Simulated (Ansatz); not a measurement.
# C7H14: up Jacob's ladder to CCSD(T)

Aim: compute C7H14 with functionals from several rungs and with coupled cluster. The yardstick is the atomisation energy at the CCSD(T) limit.

The runs use Ansatz 0.2.0, Gaussian basis; functionals in def2-TZVPP, the program's frozen cores in correlated methods.

Levels to be run: LDA (SPW92), PBE-D4, revPBE-D4, BLYP-D4, r2SCAN-D4, B97M-V, PBE0-D4, B3LYP-D4, r2SCANh-D4, r2SCAN0-D4, HSE06-D4, BHLYP-D4, CAM-B3LYP-D4, LC-ωPBE, ωB97X-V, ωB97M-V, B2PLYP, PBE-QIDH; CCSD(T)/def2-SVP; CCSD(T)/def2-TZVPP; MP2/def2-QZVPP; extrapolation to the limit; RPA on PBE.

## 1. Structure used throughout

The geometry comes from an earlier relaxation with PBE0-D4 in a triple-zeta def2 set; it is a stationary point, not always the lowest conformer.

SMILES `C[C@@H]1CCC[C@@H]1C`, 21 atoms, charge 0, spin multiplicity 1.

Atoms are counted from 1 here; the program's logs count them from 0.

Bond lengths: C1–C2 1.522 Å, C1–H8 1.093 Å, C1–H9 1.094 Å, C1–H10 1.092 Å, C2–C3 1.529 Å, C2–C6 1.537 Å, C2–H11 1.095 Å, C3–C4 1.538 Å, C3–H12 1.094 Å, C3–H13 1.093 Å, C4–C5 1.541 Å, C4–H14 1.092 Å, C4–H15 1.092 Å, C5–C6 1.534 Å, C5–H16 1.094 Å, C5–H17 1.092 Å, C6–C7 1.515 Å, C6–H18 1.098 Å and more. Angles: C2–C1–H8 110.4°, C2–C1–H9 111.8°, C2–C1–H10 111.8°, H8–C1–H9 107.4°, H8–C1–H10 107.6°, H9–C1–H10 107.6°, C1–C2–C3 111.9°, C1–C2–C6 113.6°, C1–C2–H11 108.5°, C3–C2–C6 101.5°, C3–C2–H11 110.9°, C6–C2–H11 110.3°, C2–C3–C4 105.0°, C2–C3–H12 109.2°, C2–C3–H13 112.8°, C4–C3–H12 109.9°, C4–C3–H13 112.8°, H12–C3–H13 107.0° and more.

## 2. LDA

This LDA is Slater exchange with PW92 correlation.

The input, in.yaml:

```yaml
crystal:
  periodic: [false, false, false]
  atoms:
    - {symbol: C, position_ang: [-0.533653, -1.317216, -1.155892]}
    - {symbol: C, position_ang: [0.564113, -0.798526, -0.238259]}
    - {symbol: C, position_ang: [0.308409, -1.170781, 1.222482]}
    - {symbol: C, position_ang: [-0.683068, -0.112346, 1.735727]}
    - {symbol: C, position_ang: [-0.521845, 1.096006, 0.792406]}
    - {symbol: C, position_ang: [0.626700, 0.735005, -0.158223]}
    - {symbol: C, position_ang: [0.599294, 1.480678, -1.477021]}
    - {symbol: H, position_ang: [-0.585971, -2.407835, -1.109101]}
    - {symbol: H, position_ang: [-1.516466, -0.929700, -0.872286]}
    - {symbol: H, position_ang: [-0.356945, -1.039709, -2.197362]}
    - {symbol: H, position_ang: [1.523106, -1.200786, -0.582594]}
    - {symbol: H, position_ang: [1.247019, -1.103911, 1.781018]}
    - {symbol: H, position_ang: [-0.062660, -2.191891, 1.340794]}
    - {symbol: H, position_ang: [-1.707220, -0.490914, 1.705073]}
    - {symbol: H, position_ang: [-0.482778, 0.147737, 2.776897]}
    - {symbol: H, position_ang: [-1.437865, 1.262108, 0.217133]}
    - {symbol: H, position_ang: [-0.322399, 2.026261, 1.329063]}
    - {symbol: H, position_ang: [1.569380, 0.976158, 0.350364]}
    - {symbol: H, position_ang: [1.415010, 1.165937, -2.134003]}
    - {symbol: H, position_ang: [-0.342054, 1.316121, -2.008037]}
    - {symbol: H, position_ang: [0.699901, 2.557595, -1.318179]}
basis:
  gaussian: {orbitals: def2-TZVPP}
hamiltonian: {xc: lda}
output: {orbitals: {seedname: orbitals}}
```

Run with:

```console
ansatz run in.yaml --threads 2 --pin off --events-out ev --progress --plain --max-ram 32768MiB --backend cuda --devices 0, --max-vram 18GiB
```

The runs that follow: PBE-D4 (GGA); revPBE-D4 (GGA); BLYP-D4 (GGA); r2SCAN-D4 (meta-GGA); B97M-V (meta-GGA); B3LYP-D4 (hybrid); r2SCANh-D4 (hybrid); r2SCAN0-D4 (hybrid); HSE06-D4 (hybrid); BHLYP-D4 (hybrid); CAM-B3LYP-D4 (range-separated); LC-ωPBE (range-separated); ωB97X-V (range-separated); ωB97M-V (range-separated); B2PLYP (double hybrid); PBE-QIDH (double hybrid); CCSD(T) in def2-SVP; CCSD(T) in def2-TZVPP; MP2 in def2-QZVPP; RPA on PBE orbitals.

**Question.** What will the summary of the whole plan be? Wanted: atomisation energy, CCSD(T)/CBS; farthest beyond LDA; mean size of error, GGA; mean size of error, meta-GGA; mean size of error, hybrid; mean size of error, range-separated; mean size of error, double hybrid; gap, smallest and largest; T1 diagnostic.

As calculated:

```
                               quantity                                                                                                              value
        atomisation energy, CCSD(T)/CBS                                                                                                          89.075 eV
    functionals within 0.445 eV (0.5 %)  revPBE-D4, r2SCAN-D4, B97M-V, B3LYP-D4, r2SCANh-D4, r2SCAN0-D4, CAM-B3LYP-D4, LC-ωPBE, ωB97X-V, ωB97M-V, PBE-QIDH
                    farthest beyond LDA                                                                                               BHLYP-D4 (-1.791 eV)
                mean size of error, GGA                                                                                                           0.793 eV
           mean size of error, meta-GGA                                                                                                           0.202 eV
             mean size of error, hybrid                                                                                                           0.667 eV
    mean size of error, range-separated                                                                                                           0.269 eV
      mean size of error, double hybrid                                                                                                           0.549 eV
              gap, smallest and largest                                                                          7.18 eV (LDA (SPW92)), 14.24 eV (LC-ωPBE)
                          T1 diagnostic                                                                                                             0.0088
triples share of the correlation energy                                                                                                              4.0 %
```

In words: The LDA atomisation energy is off by 11.962 eV (13 %): it overbinds. PBE-D4 misses by +1.712 eV. Double hybrids carry the basis error of their MP2 part in triple zeta, and no dispersion term here, so their miss is partly the set-up's. The rungs meta-GGA, range-separated miss on average by less than the doubt on the reference (0.445 eV), so they tie. The reference freezes the cores and leaves out relativity and excitations past (T), so misses under about 0.445 eV can't be ranked. Hartree-Fock recovers 76 % of the binding; the rest is correlation. CCSD(T) in def2-SVP is off by -2.957 eV, more than most functionals: a good method in a small basis is no reference. Orbital gaps span 7.2 to 14.2 eV; exact exchange widens them.
